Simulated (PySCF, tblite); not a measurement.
# C₅H₁₁BO₂Si: geometry, infrared bands and NMR shifts

What infrared bands and NMR shifts should C₅H₁₁BO₂Si (`CB([SiH3])/C(C)=C/OC=O`) show?

Computed with tblite 0.8.0 and PySCF 2.14.0, with density-fitted response routines of our own, on a single molecule in the gas phase. Atoms count from 0, in the outputs and in this text.

## (1) The molecule as given

20 atoms, charge 0, multiplicity 1; geometry from: force field or distance geometry start.

Bonds of the start (Å): C0–B1 1.59, B1–Si2 1.95, B1–C3 1.59, C3–C4 1.52, C3–C5 1.33, C5–O6 1.40, O6–C7 1.40, C7–O8 1.25, C0–H9 1.12, C0–H10 1.11, C0–H11 1.10, Si2–H12 1.49, Si2–H13 1.46, Si2–H14 1.46, C4–H15 1.11, C4–H16 1.11, C4–H17 1.12, C5–H18 1.08, C7–H19 1.08.

## (2) Relaxing the molecule with GFN2-xTB

Job settings and geometry (Å):

```
{"job": {"kind": "relax", "xc": "GFN2-xTB", "basis": "xTB"}, "charge": 0, "multiplicity": 1}
C     -1.420300     1.836600    -0.081600
B     -1.186000     0.302300     0.242500
Si    -2.674000    -0.730800     0.972600
C      0.241900    -0.371700     0.025600
C      0.403100    -1.849500     0.346800
C      1.288800     0.360900    -0.358000
O      2.562500    -0.206100    -0.510500
C      3.691300     0.523600    -0.903300
O      3.616800     1.748600    -1.157000
H     -2.487600     2.117900     0.126200
H     -1.213100     2.026000    -1.153800
H     -0.771100     2.465100     0.551900
H     -3.866800     0.142000     1.120900
H     -2.310100    -1.270800     2.282100
H     -3.005300    -1.824600     0.056600
H      0.398500    -1.998400     1.451400
H      1.345600    -2.265300    -0.070400
H     -0.431100    -2.432000    -0.109700
H      1.170600     1.422100    -0.549400
H      4.641000     0.014800    -0.998000
```

The run is started by

```
> OMP_NUM_THREADS=1 python probes_run.py task.json out
```

The driver reads the jobs from task.json and runs them one after another.

**Question.** This job is followed by: GFN2-xTB harmonic vibrations, gas phase; GIAO PBE0/pcSseg-1 NMR shielding, non-relativistic, gas phase. What will the session give for the following? strongest single infrared mode (GFN2-xTB); zero-point energy (GFN2-xTB); 13C shifts against TMS (PBE0/pcSseg-1); 1H shifts against TMS (PBE0/pcSseg-1, means over atoms taken as alike); 11B shifts against BF3·OEt2 (PBE0/pcSseg-1); 29Si shifts against TMS (PBE0/pcSseg-1); 17O shifts against H2O (PBE0/pcSseg-1); surface potential, 1st and 99th percentile.

**Answer**, as computed:

```
                                                              quantity                                value
                             strongest single infrared mode (GFN2-xTB)                1776 cm⁻¹, 684 km/mol
                                          zero-point energy (GFN2-xTB)                        91.8 kcal/mol
                                13C shifts against TMS (PBE0/pcSseg-1)  162.8, 153.5, 136.2, 18.1, 14.5 ppm
1H shifts against TMS (PBE0/pcSseg-1, means over atoms taken as alike)     8.70, 8.30, 3.70, 2.23, 1.52 ppm
                           11B shifts against BF3·OEt2 (PBE0/pcSseg-1)                             94.6 ppm
                               29Si shifts against TMS (PBE0/pcSseg-1)                           -112.5 ppm
                                17O shifts against H2O (PBE0/pcSseg-1)                     452.7, 265.6 ppm
                                 surface potential, 1st and 99th percentile                   -1.27 V and 1.34 V
```

Relaxing lowered the energy by 0.562 eV in 78 steps; the close pair that moved most is O6–C7, from 1.400 to 1.328 Å. The lowest mode is imaginary (37i cm⁻¹), so the xTB geometry is not a minimum. The strongest single mode, at 1776 cm⁻¹, moves mainly C7 and O8. Unscaled tight-binding wavenumbers are off by several per cent, some by more. Its intensities can rank the bands wrongly. At PBE0/pcSseg-1: Shielding is most anisotropic at O8 (span 726 ppm, paramagnetic term -519 ppm). At PBE0/pcSseg-1, counted by nearest atom on the grid, the HOMO lies on C3 33 %; C5 25 %, the LUMO on B1 41 %; C5 17 %.
